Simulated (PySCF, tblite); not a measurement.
# C₇H₁₇BN₂: geometry, infrared bands and NMR shifts, part 2 of 2

tblite 0.8.0 and PySCF 2.14.0. Atoms count from 0. Earlier steps stand in the parts before.

## 5. Shielding tensors: PBE0/pcSseg-1

What the job is given:

```
{"job": {"kind": "nmr", "xc": "PBE0", "basis": "pcSseg-1"}, "charge": 0, "multiplicity": 1}
C      4.139502    -1.315494     0.184456
N      2.925220    -0.791394     0.739635
C      1.995208    -0.452393    -0.046612
C      0.708184     0.145490     0.424365
C      0.390320     1.517375    -0.232884
B     -1.124555     1.402960    -0.823847
N     -1.680896     0.099780     0.029476
C     -2.800488    -0.568725    -0.639877
C     -2.087253     0.514842     1.381158
C     -0.475983    -0.761197     0.082100
H      4.348866    -2.306346     0.619832
H      4.984716    -0.668551     0.472442
H      4.131077    -1.408636    -0.920851
H      2.093887    -0.564306    -1.151317
H      0.801504     0.234626     1.517366
H      1.106512     1.728333    -1.043703
H      0.534519     2.318394     0.509191
H     -1.158025     1.029327    -1.994489
H     -1.895884     2.331726    -0.612519
H     -3.132398    -1.448435    -0.064799
H     -3.632108     0.141162    -0.736932
H     -2.485000    -0.873559    -1.644706
H     -2.964426     1.167852     1.301549
H     -2.328943    -0.364599     2.000017
H     -1.277092     1.082577     1.852110
H     -0.350645    -1.183583    -0.926525
H     -0.619703    -1.593721     0.791535
```

With the program's defaults for keys left out, this is: GIAO PBE0/pcSseg-1 NMR shielding, non-relativistic, gas phase.

Log:

```text
coarse grid: 21352 points
cycle   1  E = -410.6233963480  dE =  1.063e+00  |g| = 5.323e-01  |ddm| = 4.402e+00
cycle   2  E = -410.5994223171  dE =  2.397e-02  |g| = 6.566e-01  |ddm| = 1.257e+00
cycle   3  E = -410.7009384522  dE = -1.015e-01  |g| = 1.236e-01  |ddm| = 6.537e-01
cycle   4  E = -410.7035359504  dE = -2.597e-03  |g| = 6.181e-02  |ddm| = 1.345e-01
cycle   5  E = -410.7043598372  dE = -8.239e-04  |g| = 1.372e-02  |ddm| = 5.966e-02
cycle   6  E = -410.7044019162  dE = -4.208e-05  |g| = 3.794e-03  |ddm| = 1.461e-02
cycle   7  E = -410.7044050900  dE = -3.174e-06  |g| = 1.011e-03  |ddm| = 4.032e-03
final grid: 202976 points
cycle   8  E = -410.7602617576  dE = -7.977e-05  |g| = 1.073e-02  |ddm| = 4.738e-02
cycle   9  E = -410.7602528160  dE =  8.942e-06  |g| = 1.233e-02  |ddm| = 2.274e-02
cycle  10  E = -410.7602924670  dE = -3.965e-05  |g| = 1.328e-03  |ddm| = 1.240e-02
cycle  11  E = -410.7602928322  dE = -3.652e-07  |g| = 3.112e-04  |ddm| = 1.257e-03
cycle  12  E = -410.7602928492  dE = -1.702e-08  |g| = 1.054e-04  |ddm| = 2.628e-04
cycle  13  E = -410.7602928513  dE = -2.107e-09  |g| = 4.301e-05  |ddm| = 1.174e-04
cycle  14  E = -410.7602928517  dE = -3.829e-10  |g| = 1.439e-05  |ddm| = 4.118e-05
converged SCF energy = -410.7602928517

GIAO shielding tensors (ppm)
atom      isotropic    diamagn.    paramagn.     s11        s22        s33       span
  0 C      133.807     243.792    -109.984    103.576    119.011    178.835     75.260
  1 N      -99.128     325.408    -424.536   -434.411   -106.836    243.863    678.274
  2 C       12.211     256.691    -244.480    -86.613     42.005     81.240    167.853
  3 C      138.062     250.013    -111.951    116.062    144.889    153.236     37.174
  4 C      167.504     249.505     -82.001    142.034    167.064    193.415     51.380
  5 B      106.721     190.248     -83.528     82.639     99.579    137.944     55.304
  6 N      192.848     324.048    -131.201    167.016    190.959    220.568     53.553
  7 C      132.637     245.247    -112.610     98.239    117.424    182.248     84.009
  8 C      136.014     248.771    -112.757    102.500    124.092    181.450     78.950
  9 C      116.516     254.556    -138.040     77.825    107.738    163.984     86.160
 10 H       27.656      26.565       1.091     24.674     26.108     32.186      7.512
 11 H       27.619      25.897       1.722     24.677     25.906     32.274      7.597
 12 H       28.494      28.065       0.430     26.413     27.250     31.820      5.407
 13 H       23.887      33.941     -10.055     21.827     23.783     26.049      4.222
 14 H       28.536      35.540      -7.004     25.428     26.748     33.431      8.003
 15 H       30.429      32.540      -2.111     26.720     28.047     36.521      9.801
 16 H       30.109      32.121      -2.012     26.263     27.256     36.809     10.546
 17 H       28.931      32.532      -3.602     24.729     29.109     32.954      8.225
 18 H       28.800      32.250      -3.450     25.410     27.976     33.013      7.603
 19 H       29.041      28.978       0.063     25.184     26.124     35.815     10.631
 20 H       28.471      28.341       0.129     24.612     25.665     35.135     10.523
 21 H       28.726      29.669      -0.943     24.632     26.601     34.946     10.315
 22 H       28.888      30.063      -1.175     25.092     26.226     35.345     10.253
 23 H       29.539      30.825      -1.286     25.823     26.502     36.294     10.471
 24 H       28.311      32.005      -3.694     23.387     27.825     33.721     10.334
 25 H       28.759      35.498      -6.739     24.373     28.822     33.083      8.709
 26 H       29.113      35.307      -6.194     24.947     28.632     33.760      8.814
```

It took 50 s on 1 thread of Arm Neoverse V2, shared host; peak memory 1.2 GiB.

Shifts follow as δ = σ(reference) − σ, with reference shieldings (ppm) from runs at the same level and on the same kind of geometry: 1H TMS 31.27, 13C TMS 184.4, 15N NH3 265.7, 11B BF3·OEt2 100.7. The references are single molecules in the gas phase, so shifts against H2O, NH3, PH3, H3PO4 or CFCl3 are not on the usual liquid scales and can be off by tens of ppm. Atoms listed in one row are averaged.

| atoms | environment | σ (ppm) | δ (ppm) | δ scaled to CDCl3 |
| --- | --- | --- | --- | --- |
| C2 | C=N carbon | 12.2 | 172.2 | 166.7 |
| C9 | sp3 CH2 bonded to N | 116.5 | 67.9 | 65.4 |
| C7 | methyl carbon bonded to N | 132.6 | 51.8 | 49.8 |
| C0 | methyl carbon bonded to N | 133.8 | 50.6 | 48.6 |
| C8 | methyl carbon bonded to N | 136.0 | 48.4 | 46.5 |
| C3 | sp3 CH in a ring | 138.1 | 46.3 | 44.5 |
| C4 | sp3 CH2 bonded to B | 167.5 | 16.9 | 15.9 |
| H13 | hydrogen on a C=N carbon | 23.89 | 7.38 | 7.21 |
| H10, H11, H12 | hydrogen on a methyl carbon bonded to N | 27.92 | 3.34 | 3.39 |
| H14 | hydrogen on an sp3 CH in a ring | 28.54 | 2.73 | 2.80 |
| H19, H20, H21 | hydrogen on a methyl carbon bonded to N | 28.75 | 2.52 | 2.61 |
| H25 | hydrogen on an sp3 CH2 bonded to N | 28.76 | 2.51 | 2.59 |
| H18 | hydrogen on a boron bonded to C, N, in a 5-membered ring | 28.80 | 2.47 | – |
| H22, H23, H24 | hydrogen on a methyl carbon bonded to N | 28.91 | 2.35 | 2.45 |
| H17 | hydrogen on a boron bonded to C, N, in a 5-membered ring | 28.93 | 2.34 | – |
| H26 | hydrogen on an sp3 CH2 bonded to N | 29.11 | 2.15 | 2.26 |
| H16 | hydrogen on an sp3 CH2 bonded to B | 30.11 | 1.16 | 1.31 |
| H15 | hydrogen on an sp3 CH2 bonded to B | 30.43 | 0.84 | 1.01 |
| N1 | imine nitrogen | -99.1 | 364.8 | – |
| N6 | donor nitrogen of a Lewis adduct | 192.8 | 72.8 | – |
| B5 | boron bonded to C, N, 2 H, in a 5-membered ring | 106.7 | -6.0 | – |

The scaled column applies a straight-line fit of computed shieldings to shifts measured in CDCl3 (root-mean-square error 0.21 ppm for H, 2.0 ppm for C).

Charges from the same density, by scheme (e):

| atoms | Mulliken | IAO | Hirshfeld | ESP fit |
| --- | --- | --- | --- | --- |
| C0 | -0.12 | -0.30 | -0.07 | -0.08 |
| N1 | -0.40 | -0.27 | -0.16 | -0.53 |
| C2 | 0.12 | 0.04 | 0.05 | 0.44 |
| C3 | -0.34 | -0.13 | -0.03 | -0.17 |
| C4 | -0.32 | -0.39 | -0.15 | -0.16 |
| B5 | 0.08 | -0.21 | -0.04 | 0.05 |
| N6 | -0.69 | -0.01 | 0.04 | 0.40 |
| C7 | -0.07 | -0.30 | -0.05 | -0.52 |
| C8 | -0.09 | -0.30 | -0.04 | -0.52 |
| C9 | 0.05 | -0.15 | -0.01 | -0.22 |

Mayer bond orders: C0–N1 1.00, N1–C2 1.94, C2–C3 0.99, C3–C4 0.98, C4–B5 0.92, B5–N6 0.56, N6–C7 0.92, N6–C8 0.90, N6–C9 0.87, C9–C3 0.99.

Ring of atoms C3, C4, B5, N6, C9: NICS(0) -5.5, NICS(1) -3.3, NICS(1)zz -3.7 ppm (means of both faces).

## 6. Shielding tensors: HF/pcSseg-1

Settings changed since step 5:

```diff
@@ -1,2 +1,2 @@
-{"job": {"kind": "nmr", "xc": "PBE0", "basis": "pcSseg-1"}, "charge": 0, "multiplicity": 1}
+{"job": {"kind": "nmr", "xc": "HF", "basis": "pcSseg-1", "pop": false}, "charge": 0, "multiplicity": 1}
 C      4.139502    -1.315494     0.184456
```

Level: GIAO HF/pcSseg-1 NMR shielding, non-relativistic, gas phase.

Log:

```text
final grid: 202976 points
cycle   1  E = -408.2880672445  dE =  2.272e+00  |g| = 6.925e-01  |ddm| = 4.297e+00
cycle   2  E = -408.4225783451  dE = -1.345e-01  |g| = 3.372e-01  |ddm| = 9.015e-01
cycle   3  E = -408.4475603074  dE = -2.498e-02  |g| = 1.019e-01  |ddm| = 3.306e-01
cycle   4  E = -408.4507956254  dE = -3.235e-03  |g| = 3.043e-02  |ddm| = 1.273e-01
cycle   5  E = -408.4510405908  dE = -2.450e-04  |g| = 6.226e-03  |ddm| = 3.462e-02
cycle   6  E = -408.4510698138  dE = -2.922e-05  |g| = 3.859e-03  |ddm| = 1.386e-02
cycle   7  E = -408.4510760496  dE = -6.236e-06  |g| = 1.387e-03  |ddm| = 5.923e-03
cycle   8  E = -408.4510777016  dE = -1.652e-06  |g| = 4.785e-04  |ddm| = 3.671e-03
cycle   9  E = -408.4510778419  dE = -1.403e-07  |g| = 1.288e-04  |ddm| = 1.033e-03
cycle  10  E = -408.4510778518  dE = -9.842e-09  |g| = 3.428e-05  |ddm| = 2.611e-04
cycle  11  E = -408.4510778525  dE = -7.423e-10  |g| = 7.105e-06  |ddm| = 8.564e-05
converged SCF energy = -408.4510778525

GIAO shielding tensors (ppm)
atom      isotropic    diamagn.    paramagn.     s11        s22        s33       span
  0 C      144.733     238.849     -94.116    117.972    131.925    184.302     66.330
  1 N     -101.683     326.822    -428.505   -459.006   -107.098    261.056    720.062
  2 C       17.880     256.296    -238.416   -101.869     55.940     99.570    201.439
  3 C      152.436     247.314     -94.878    134.429    155.785    167.094     32.664
  4 C      177.535     248.637     -71.102    155.393    177.729    199.484     44.091
  5 B      117.539     183.962     -66.423     96.319    112.055    144.243     47.924
  6 N      218.964     327.747    -108.783    196.492    215.659    244.741     48.249
  7 C      143.868     241.714     -97.846    113.486    130.711    187.406     73.921
  8 C      147.022     245.531     -98.509    118.372    136.060    186.633     68.261
  9 C      130.907     252.155    -121.248     96.282    123.034    173.404     77.121
 10 H       28.209      26.520       1.689     24.907     26.460     33.262      8.355
 11 H       28.169      26.009       2.160     24.893     26.261     33.353      8.460
 12 H       28.967      27.380       1.586     26.115     28.238     32.547      6.432
 13 H       24.492      33.906      -9.414     22.364     23.608     27.504      5.141
 14 H       29.241      35.234      -5.993     25.397     27.592     34.734      9.337
 15 H       31.198      32.830      -1.632     27.060     28.530     38.004     10.944
 16 H       30.773      32.520      -1.747     26.796     27.548     37.975     11.179
 17 H       29.745      32.361      -2.616     25.487     29.625     34.122      8.634
 18 H       29.548      32.581      -3.033     25.970     28.562     34.111      8.141
 19 H       29.651      29.006       0.645     25.362     26.771     36.819     11.457
 20 H       29.090      28.694       0.396     24.767     26.134     36.368     11.601
 21 H       29.262      29.257       0.004     24.628     27.085     36.072     11.444
 22 H       29.383      30.490      -1.108     25.122     26.454     36.572     11.450
 23 H       30.056      30.833      -0.777     26.040     26.872     37.256     11.216
 24 H       28.961      31.415      -2.453     23.496     28.778     34.610     11.114
 25 H       29.564      35.387      -5.823     24.760     29.380     34.552      9.792
 26 H       29.723      35.301      -5.578     25.127     29.062     34.979      9.851
```

Wall time 27 s (1 thread of Arm Neoverse V2, shared host); peak memory 1.2 GiB.

In short: δ C2 173.0, C9 59.9, C7 47.0, C0 46.1, H13 7.19, H10 3.24 ppm (means over like atoms).

## 7. Run by run: NMR shifts

Shifts (ppm) of some atoms, chosen among heavy atoms and hydrogens apart, with basis size and wall time:

| run | C9 | C7 | C8 | C3 | H25 | H17 | N6 | functions | time |
| --- | --- | --- | --- | --- | --- | --- | --- | --- | --- |
| PBE0/pcSseg-1 | 67.9 | 51.8 | 48.4 | 46.3 | 2.51 | 2.34 | 72.8 | 255 | 50 s |
| HF/pcSseg-1 | 59.9 | 47.0 | 43.8 | 38.4 | 2.12 | 1.94 | 46.8 | 255 | 27 s |

## 8. Summary of results

What follows sums up all 2 parts.

| quantity | value |
| --- | --- |
| strongest single infrared mode (GFN2-xTB) | 2476 cm⁻¹, 252 km/mol |
| zero-point energy (GFN2-xTB) | 148.5 kcal/mol |
| point group | C1 |
| rotational constants (main isotopes) | 3.00, 0.64, 0.61 GHz |
| 13C shifts against TMS (PBE0/pcSseg-1) | 172.2, 67.9, 51.8, 50.6, 48.4, 46.3, 16.9 ppm |
| 1H shifts against TMS (PBE0/pcSseg-1, means over atoms taken as alike) | 7.38, 3.34, 2.73, 2.52, 2.51, 2.47, 2.35, 2.34, 2.15, 1.16, 0.84 ppm |
| 15N shifts against NH3 (PBE0/pcSseg-1) | 364.8, 72.8 ppm |
| 11B shifts against BF3·OEt2 (PBE0/pcSseg-1) | -6.0 ppm |
| range of the shift of N6 | 46.8 to 72.8 ppm |

What this shows: The optimisation took 172 steps and gained 1.369 eV; among the close pairs (by a distance rule), B5–N6 changed most, from 1.526 to 1.648 Å (GFN2-xTB). No mode is imaginary among the 75: a minimum at this level. The strongest single mode, at 2476 cm⁻¹, moves mainly H18. Unscaled tight-binding wavenumbers are off by several per cent, some by more. Its intensities can rank the bands wrongly. Relaxing lowered the energy by 0.270 eV in 7 steps; the close pair that moved most is C2–C3, from 1.445 to 1.495 Å (PBE0/def2-SVP). No frequency check was run at this level, so the end point may be a saddle. At PBE0/pcSseg-1: Shielding is most anisotropic at N1 (span 678 ppm, paramagnetic term -425 ppm). In ppm, N6 moves most: its shift spreads over 26.1 ppm, from 46.8 (HF/pcSseg-1) to 72.8 (PBE0/pcSseg-1).
